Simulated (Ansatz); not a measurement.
**VN4H7: vertical ionisation energy**

The task here is to estimate one member of a computed series from the others.

Program: Ansatz 0.2.0, Gaussian basis. Level of theory: unrestricted cation, the program's frozen cores in correlated methods. These are calculated values, not measurements.

Levels to be run: UKS PBE-D4/def2-TZVPP; UKS r2SCAN-D4/def2-TZVPP; UKS PBE0-D4/def2-TZVPP; UKS B3LYP-D4/def2-TZVPP; UKS wB97X-V/def2-TZVPP; UKS wB97M-V/def2-TZVPP; UKS B2PLYP/def2-TZVPP; UHF-CCSD(T)/def2-TZVPP; UHF-MP2/def2-QZVPP; extrapolation to the limit; then −ε(HOMO) from the neutral's earlier runs with LDA (SPW92), PBE-D4, revPBE-D4, BLYP-D4, r2SCAN-D4, B97M-V, PBE0-D4, B3LYP-D4, r2SCANh-D4, r2SCAN0-D4, HSE06-D4, BHLYP-D4, CAM-B3LYP-D4, LC-ωPBE, ωB97X-V, ωB97M-V.

## The relaxed structure

The geometry comes from an earlier relaxation with PBE0-D4 in a triple-zeta def2 set; it is a stationary point, not always the lowest conformer.

SMILES `[NH]=[V]([NH2])([NH2])[NH2]`, 12 atoms, charge 0, spin multiplicity 1.

Atoms are counted from 1 here; the program's logs count them from 0.

Bond lengths: N1–V2 1.624 Å, N1–H6 1.012 Å, V2–N3 1.835 Å, V2–N4 1.861 Å, V2–N5 1.835 Å, N3–H7 1.007 Å, N3–H8 1.011 Å, N4–H9 1.011 Å, N4–H10 1.011 Å, N5–H11 1.007 Å, N5–H12 1.011 Å. Angles: V2–N1–H6 155.7°, N1–V2–N3 106.3°, N1–V2–N4 116.5°, N1–V2–N5 106.3°, N3–V2–N4 105.5°, N3–V2–N5 117.2°, N4–V2–N5 105.5°, V2–N3–H7 125.9°, V2–N3–H8 121.7°, H7–N3–H8 111.3°, V2–N4–H9 121.0°, V2–N4–H10 121.1°, H9–N4–H10 110.1°, V2–N5–H11 125.8°, V2–N5–H12 121.7°, H11–N5–H12 111.3°.

Coordinates:

```xyz
12
H7N4V
N    -1.5843    0.1520    0.8375
V    -0.1531   -0.0200    0.0903
N     1.0005   -0.7107    1.3389
N     0.6560    1.5382   -0.5256
N    -0.4710   -1.0315   -1.4073
H    -2.3782    0.6624    1.2039
H     0.7505   -1.0277    2.2619
H     1.9399   -0.9942    1.0946
H     0.3034    2.0211   -1.3406
H     1.0719    2.1993    0.1161
H    -1.3418   -1.4804   -1.6419
H     0.2830   -1.3637   -1.9936
```

Set-up of the first run:

Input file in.yaml:

```yaml
crystal:
  periodic: [false, false, false]
  atoms:
    - {symbol: N, position_ang: [-1.584334, 0.152011, 0.837503]}
    - {symbol: V, position_ang: [-0.153133, -0.020035, 0.090262]}
    - {symbol: N, position_ang: [1.000464, -0.710738, 1.338887]}
    - {symbol: N, position_ang: [0.656010, 1.538244, -0.525593]}
    - {symbol: N, position_ang: [-0.470959, -1.031461, -1.407320]}
    - {symbol: H, position_ang: [-2.378176, 0.662410, 1.203919]}
    - {symbol: H, position_ang: [0.750545, -1.027734, 2.261854]}
    - {symbol: H, position_ang: [1.939851, -0.994246, 1.094587]}
    - {symbol: H, position_ang: [0.303437, 2.021101, -1.340592]}
    - {symbol: H, position_ang: [1.071919, 2.199314, 0.116066]}
    - {symbol: H, position_ang: [-1.341765, -1.480390, -1.641893]}
    - {symbol: H, position_ang: [0.283039, -1.363676, -1.993579]}
basis:
  gaussian: {orbitals: def2-TZVPP}
total_charge: 1
magnetization: {spin_polarized: true, initial_magnetization: 1}
hamiltonian: {xc: pbe, dispersion: d4}
```

Command:

```sh
ansatz run in.yaml --threads 2 --pin off --events-out ev --progress --plain --max-ram 32768MiB --backend cpu
```

Among the steps run: Cation, UKS PBE-D4/def2-TZVPP; Cation, UKS r2SCAN-D4/def2-TZVPP; Cation, UKS PBE0-D4/def2-TZVPP; Cation, UKS B3LYP-D4/def2-TZVPP; Cation, UKS wB97X-V/def2-TZVPP; Cation, UKS wB97M-V/def2-TZVPP; Cation, UKS B2PLYP (frozen core)/def2-TZVPP; Cation, UHF-CCSD(T)/def2-TZVPP; Cation, UHF-MP2/def2-QZVPP.

One of the session's tables, all rows but one given; the rest of the session is left out.

Orbital estimates, from the neutral's runs:

| functional | −ε(HOMO) (eV) |
| --- | --- |
| LDA (SPW92) | 5.72 |
| PBE-D4 | 5.54 |
| revPBE-D4 | 5.47 |
| BLYP-D4 | ? |
| r2SCAN-D4 | 5.82 |
| B97M-V | 5.90 |
| PBE0-D4 | 6.90 |
| B3LYP-D4 | 6.67 |
| r2SCANh-D4 | 6.33 |
| r2SCAN0-D4 | 7.11 |
| HSE06-D4 | 6.49 |
| BHLYP-D4 | 8.20 |
| CAM-B3LYP-D4 | 8.31 |
| LC-ωPBE | 9.68 |
| ωB97X-V | 9.32 |
| ωB97M-V | 9.24 |

Q: Estimate the row for BLYP-D4 from the others.

Worked estimate for «−ε(HOMO) (eV)». Against the share of exact exchange, B3LYP-D4 (0.2, 6.67), BHLYP-D4 (0.5, 8.20) give a slope of 5.10 per unit share; at 0 the line stands at 5.65.

**Answer.** −ε(HOMO) (eV): 5.42. In «−ε(HOMO) (eV)» the line misses by +0.23.
